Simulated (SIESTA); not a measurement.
**LiTi4O6 under changes of volume**

One of the cells (10.423 Å³/atom); the others are scaled copies at fixed shape and fractional positions:

```
CELL_PARAMETERS angstrom
5.15500 0.00000 0.00000
0.00000 2.91392 0.00000
-2.54712 0.00000 7.63301
ATOMIC_POSITIONS crystal
Ti 0.89534 0.50000 0.36084
Ti 0.80863 0.50000 0.01308
Ti 0.26481 0.00000 0.04236
Ti 0.17630 0.00000 0.69823
O 0.01409 0.00000 0.20741
O 0.81457 0.00000 0.50812
O 0.52873 0.50000 0.18333
O 0.53849 0.00000 0.88472
O 0.27075 0.50000 0.54288
O 0.06792 0.50000 0.85413
Li 0.43286 0.00000 0.44597
```

The cell comes from a database or a generator and needn't be the stable form of this composition.

- Program: SIESTA 5.4.2
- Functional: LDA
- Potentials or basis: PseudoDojo 0.4 standard (LDA files)
- Basis: DZP (energy shift 0.003 Ry; two zetas on semicore shells)
- Grid cutoff: 800 Ry
- Energy shift: 0.003 Ry
- k mesh: 4 × 7 × 3
- Occupations: fermi-dirac, width 0.05 eV
- Spin: no spin polarisation

```csv
volume (Å³/atom),energy over the lowest point (meV/atom),pressure (GPa),largest force (eV/Å)
9.798,0.00,2.2,0.442
10.006,0.43,-2.7,0.183
10.215,6.82,-7.0,0.236
10.423,18.51,-10.8,0.371
10.632,?,?,?
10.840,55.69,-17.4,0.796
11.049,80.18,-20.1,0.986
```

Problem. What does the run at 10.632 Å³/atom give?

Solution. Energy over the lowest point 34.97 meV/atom; pressure -14.3 GPa; largest force 0.591 eV/Å.

Worked out: A Birch-Murnaghan fit of order 3 (a polynomial in V^(-2/3)) to the other rows has its minimum at 9.89 Å³/atom with B0 = V·E''(V) = 233 GPa and B' = 4.5 at fixed shape and positions, which overstates the stiffness. It gives 35.03 meV/atom at 10.632 Å³/atom, against the run's 34.97, and -dE/dV = -14.3 GPa, against -14.3.

Energies are extrapolated to zero smearing.

Caveats: the basis of atomic orbitals isn't converged, which shifts pressures, moduli and gaps; an odd number of electrons without spin polarisation forces a metal; a magnetic or distorted state may lie lower.
